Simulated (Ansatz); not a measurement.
This script makes the interaction energy of a dimer with the counterpoise correction of FH₂ISi, SMILES F[SiH2]I with Ansatz's Python interface.

`fh2isi_dimer.py`:
```python
"""Interaction energy of two FH2ISi molecules, with the counterpoise correction."""

import ansatz

FIRST = [
    ("F", (-0.4262, -0.2476, 1.5875)),
    ("Si", (0.0943, -0.1193, 0.0802)),
    ("I", (-1.2732, 1.481, -1.2151)),
    ("H", (0.0919, -1.4459, -0.5571)),
    ("H", (1.513, 0.3316, 0.1046)),
]
SECOND = [
    ("F", (3.4409, -0.9714, 3.4957)),
    ("Si", (3.2229, -0.9356, 1.9112)),
    ("I", (5.3593, -1.2082, 0.6985)),
    ("H", (2.5629, 0.3242, 1.5325)),
    ("H", (2.2853, -2.0295, 1.5362)),
]

def energy(atoms, ghosts=()):
    molecule = ansatz.Crystal.molecule()
    for symbol, xyz in atoms:
        molecule = molecule.atom(symbol, xyz)
    calc = (
        molecule.calculation()
        .basis(gaussian="def2-SVPD")
        .correlation("mp2")
    )
    deck = calc.input()
    if ghosts:
        deck = deck.set(ansatz.key.basis.gaussian.ghost_atoms, [{"symbol": s, "position_ang": list(xyz)} for s, xyz in ghosts])
    return ansatz.Session.from_dict(deck).plan().execute().report["free_energy_ev"]

# monomers in their own basis and in the basis of the dimer
both = energy(FIRST + SECOND)
alone = energy(FIRST) + energy(SECOND)
ghosted = energy(FIRST, SECOND) + energy(SECOND, FIRST)
print(f"dimer {both:.6f} eV")
print(f"interaction, uncorrected   {96.485332 * (both - alone):8.3f} kJ/mol")
print(f"interaction, counterpoise  {96.485332 * (both - ghosted):8.3f} kJ/mol")
print(f"basis-set superposition    {96.485332 * (alone - ghosted):8.3f} kJ/mol")
```

How large is the interaction at this pose, and how much of it is basis-set superposition?

Uncorrected it is 7.958 kJ/mol, with the counterpoise correction 20.335 kJ/mol; the difference, 12.38 kJ/mol, is the superposition error. In this basis both values are repulsive.

The run itself:

```console
$ python fh2isi_dimer.py
dimer -37363.373342 eV
interaction, uncorrected      7.958 kJ/mol
interaction, counterpoise    20.335 kJ/mol
basis-set superposition      12.377 kJ/mol
```

Caveats:
- Total energies depend on the basis set; only differences at equal settings carry meaning.
- The dimer is a generated trial pose of unrelaxed monomers, not a minimum, so the figure is no binding energy, and the basis set is small.
- def2 sets replace the cores of elements past krypton by effective core potentials.
- Timing: 20 s on 1 thread of Intel(R) Xeon(R) 6975P-C (Granite Rapids), on a shared host, peak memory 0.69 GiB.
